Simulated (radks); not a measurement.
# Co in [Ar] 3d7 4s2: an all-electron calculation

One table from this session's results is given with a row withheld; the runs are named, their logs left out.

Program: radks (a radial shooting solver on a logarithmic mesh, Libxc functionals) version 1. Level of theory: scalar-relativistic Kohn-Sham, B86b exchange with PBE correlation, spin-unpolarised, spherical densities, point nucleus. These are calculated values, not measurements, unless marked.

### Starting point

| Quantity | Value |
| --- | --- |
| element | cobalt (Z = 27) |
| charge | 0 |
| electrons | 27 |
| configuration | [Ar] 3d7 4s2 |

The outer shells:

Co
```
[Ar] core
3d [↑↓][↑↓][↑ ][↑ ][↑ ]
4s [↑↓]
```

The first run:

Settings of this run:

```text
Z 27
configuration [Ar] 3d7 4s2 4p0 5s0 4d0 4f0
relativity scalar-relativistic
functional b86_mgc,pbe
spin unpolarised
nucleus point
c 137.035999084
```

Started as:

```console
$ python run_ks.py task.json out
```

All runs below come from this command, one after another.

One table of the session follows, with a row left open; its other results are not shown here.

It belongs to the step «Orbitals and density». From the orbitals of this run (lengths in bohr):

```
level     <r>  outermost maximum (interpolated)  90 % within  nodes
   1s       ?                                 ?            ?      ?
   2s  0.2554                             0.213        0.396      1
   2p  0.2249                             0.172        0.368      0
   3s  0.7735                             0.668         1.16      2
   3p  0.8159                             0.678         1.26      1
   3d   1.071                             0.668         1.89      0
   4s   2.888                              2.32         4.44      3
   4p   4.403                              3.24         7.11      2
```

**Question.** Estimate the row for 1s.

**Answer.** <r>: 0.05619; outermost maximum (interpolated): 0.0368; 90 % within: 0.100; nodes: 0. In the column «<r>» it is the lowest.

To keep in mind: Spin polarisation and multiplet splitting are left out.
